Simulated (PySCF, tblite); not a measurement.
**C₅H₇ClF radical: geometry, infrared bands and EPR parameters**

What infrared bands and EPR parameters should C₅H₇ClF radical (`F[C@@H]1C[CH][C@@H](Cl)C1`) show?

Programs: tblite 0.8.0 and PySCF 2.14.0, with density-fitted response routines of our own. Each step states its level of theory. These are calculated values for one molecule in the gas phase, unless marked as measured. Atoms are numbered from 0 throughout.

### 1 Starting geometry

14 atoms, charge 0, multiplicity 2; geometry from: force field or distance geometry start.

Bonds of the start (Å): F0–C1 1.37, C1–C2 1.53, C2–C3 1.48, C3–C4 1.49, C4–Cl5 1.77, C4–C6 1.53, C6–C1 1.52, C1–H7 1.08, C2–H8 1.10, C2–H9 1.09, C3–H10 1.09, C4–H11 1.09, C6–H12 1.08, C6–H13 1.09.

### 2 Relaxing the molecule with GFN2-xTB

The job: settings as JSON, then the geometry in Å.

```
{"job": {"kind": "relax", "xc": "GFN2-xTB", "basis": "xTB"}, "charge": 0, "multiplicity": 2}
F     -1.535600     0.471300     1.284000
C     -1.029900     0.653600     0.027800
C     -0.943200    -0.706200    -0.661400
C      0.370700    -1.231800    -0.229900
C      1.139700    -0.208700     0.537300
Cl     2.826100    -0.176000     0.016300
C      0.422800     1.093500     0.171200
H     -1.644800     1.377900    -0.486000
H     -1.764700    -1.364700    -0.359900
H     -0.954100    -0.586700    -1.748200
H      0.691200    -2.261400    -0.368500
H      1.094900    -0.413200     1.606500
H      0.771100     1.508400    -0.766400
H      0.555100     1.843500     0.955100
```

The run is started by

```sh
OMP_NUM_THREADS=1 python probes_run.py task.json out
```

One launch serves the whole session: the jobs run in the order shown.

**Question.** This job is followed by: GFN2-xTB harmonic vibrations, gas phase; UKS B3LYP, pcH-1 on C Cl F H, non-relativistic, mean-field spin-orbit, GIAO. Predict these results of the whole session: strongest single infrared mode (GFN2-xTB); zero-point energy (GFN2-xTB); g(iso) (B3LYP); ⟨S²⟩; largest a(iso); surface potential, 1st and 99th percentile.

As calculated:

| quantity | value |
| --- | --- |
| strongest single infrared mode (GFN2-xTB) | 1312 cm⁻¹, 46 km/mol |
| zero-point energy (GFN2-xTB) | 66.7 kcal/mol |
| g(iso) (B3LYP) | 2.00334 |
| ⟨S²⟩ | 0.755 (exact 0.75) |
| largest a(iso) | 1H on H8, 131.7 MHz |
| surface potential, 1st and 99th percentile | -0.94 V and 1.13 V |

Over 93 steps the energy fell by 0.212 eV; of the close pairs, C4–Cl5 changed most, 1.765 to 1.914 Å. No mode is imaginary among the 36: a minimum at this level. The strongest single mode, at 1312 cm⁻¹, is spread over several atoms, H7, C3, C1, C2 among them. GFN2-xTB is a fitted tight-binding method: band positions and strengths are rough. Its intensities can rank the bands wrongly. Most of the unpaired spin sits on C3 (0.90 e). The isotropic g lies 1.0 ppt above the free-electron value.
